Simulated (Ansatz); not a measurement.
# VRe: one contact scaled

The task here is to estimate one member of a computed series from the others.

Program: Ansatz 0.2.0. Level of theory: DFT r²SCAN, with the methods named in each step. These are calculated values, not measurements.

3 further runs of the same task are left out: 3 that didn't finish.

### The starting structure

Symmetry: Cmmm, No. 65, orthorhombic system. Conventional cell: a = 3.030 Å, b = 4.373 Å, c = 4.231 Å, α = 90.00°, β = 90.00°, γ = 90.00°. Around V (site symmetry mmm) lie 4 Re at 2.60 Å and 4 V at 2.66 Å. Re (site symmetry mmm) is surrounded by 4 V at 2.60 Å and 4 Re at 2.66 Å.

Structure file:

```xyz
2
Lattice="1.5148 -2.1867 0.0000 1.5148 2.1867 0.0000 0.0000 0.0000 4.2306" Properties=species:S:1:pos:R:3 pbc="T T T"
V     1.5148    0.0000    2.1153
Re    0.0000    0.0000    0.0000
```

Atoms are numbered in the order of the input: V1, Re2.

The first run:

input.yaml

```yaml
crystal:
  lattice:
    - [1.51484665, -2.1866679986, 0.0]
    - [1.51484665, 2.1866679986, 0.0]
    - [0.0, 0.0, 4.2305703037]
  atoms:
    - { symbol: V, position: [0.5, 0.5, 0.5] }
    - { symbol: Re, position: [0.0, 0.0, 0.0] }
kpoints:
  mp_grid: { grid: [12, 12, 7] }
scf:
  occupations: { method: fermi_dirac, width: 0.05 }
hamiltonian:
  xc: r2scan
  pseudopotentials: { kind: paw }
output:
  forces: true
  stress: true
  eigenvalues: true
  efg: { contact_densities: true }
  populations: true
```

The run is started by

```console
$ ansatz run input.yaml --threads 1 --pin off --max-ram 2048MiB --backend cpu --events-out ev --progress --plain --runs-dir out
```

Steps of the session up to this table: Shortest bond scaled by 1, PAW; Shortest bond scaled by 0.94, PAW; Shortest bond scaled by 0.76, PAW; Shortest bond scaled by 0.7, PAW; Shortest bond scaled by 0.58, PAW; Shortest bond scaled by 0.58, PAW (source ansatz).

One table of the session follows, with a row left open; its other results are not shown here.

| method | length (Å) | F from the given length (eV/cell) | force along the bond (eV/Å) | pressure (GPa) | largest force (eV/Å) |
| --- | --- | --- | --- | --- | --- |
| PAW | 1.509 | ? | ? | ? | ? |
| PAW | 1.821 | 4.321 | 14.819 | 76.01 | 15.024 |
| PAW | 1.977 | 2.409 | 9.801 | 46.70 | 9.986 |
| PAW | 2.446 | 0.119 | 1.536 | 1.20 | 1.618 |
| PAW | 2.602 | 0.000 | 0.000 | -1.72 | 0.000 |
| PAW (source ansatz) | 1.509 | – | 54.366 | 206.97 | 54.456 |

**Question.** Estimate the row for PAW, 1.509.

**Answer.** F from the given length (eV/cell): 13.469; force along the bond (eV/Å): 57.496; pressure (GPa): 215.47; largest force (eV/Å): 57.580.

Caveats from the session: Warnings in the runs' records: gradients without spin orbit.
